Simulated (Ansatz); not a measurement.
# Y2AlN3: the cost of one run

Computed with Ansatz 0.2.0 (DFT PBE, scalar-relativistic, plane waves, PAW, unless a step's input says otherwise).

## 1. The system as given

Symmetry: I4/mmm, No. 139, tetragonal system. The conventional cell has a = 3.538 Å, b = 3.538 Å, c = 15.012 Å, α = 90.00°, β = 90.00°, γ = 90.00°. Y (site symmetry 4mm) is surrounded by 6 N at 2.50 Å. Around Al (site symmetry 4/mmm) lie 6 N at 2.50 Å. N (site symmetry 4mm) has 5 Y at 2.50 Å and 1 Al at 2.50 Å as nearest neighbours. N (site symmetry 4/mmm) has 4 Al at 2.50 Å and 2 Y at 2.50 Å as nearest neighbours.

Coordinates:

```xyz
6
Lattice="-1.7692 1.7692 7.5060 1.7692 -1.7692 7.5060 1.7692 1.7692 -7.5060" Properties=species:S:1:pos:R:3 pbc="T T T"
Y     0.0000    0.0000   10.0080
Y     0.0000    0.0000    5.0040
Al    0.0000    0.0000    0.0000
N     0.0000    0.0000   12.5100
N     0.0000    0.0000    7.5060
N     0.0000    0.0000    2.5020
```

The start is an ordering of an alloy on its end members' structure types: elements ordered on the sites of the YN type, Al/Y on Y (I4/mmm, No. 139).

## 2. A first look at the guess

input.yaml reads:

```yaml
crystal:
  lattice:
    - [-1.76917992, 1.76917992, 7.5059947]
    - [1.76917992, -1.76917992, 7.5059947]
    - [1.76917992, 1.76917992, -7.5059947]
  atoms:
    - { symbol: "Y", position: [0.66666667, 0.66666667, 0.0] }
    - { symbol: "Y", position: [0.33333333, 0.33333333, 0.0] }
    - { symbol: Al, position: [0.0, 0.0, 0.0] }
    - { symbol: "N", position: [0.83333333, 0.83333333, 0.0] }
    - { symbol: "N", position: [0.5, 0.5, 0.0] }
    - { symbol: "N", position: [0.16666667, 0.16666667, 0.0] }
basis:
  ecutwfc: 420
kpoints:
  mp_grid: { grid: [6, 6, 6] }
hamiltonian:
  xc: pbe
scf:
  occupations: { method: gaussian, width: 0.1 }
  lower_state_search: "off"
output:
  forces: true
  stress: true
  eigenvalues: true
```

On the command line:

```console
ansatz run input.yaml --threads 1 --pin off --max-ram 2560MiB --backend cpu --events-out ev --progress --plain --runs-dir out
```

Q: Estimate wall time and peak memory on 1 thread of Intel Xeon 6975P-C (Granite Rapids), shared host.

About 1.8 s, with a peak of 0.39 GiB.
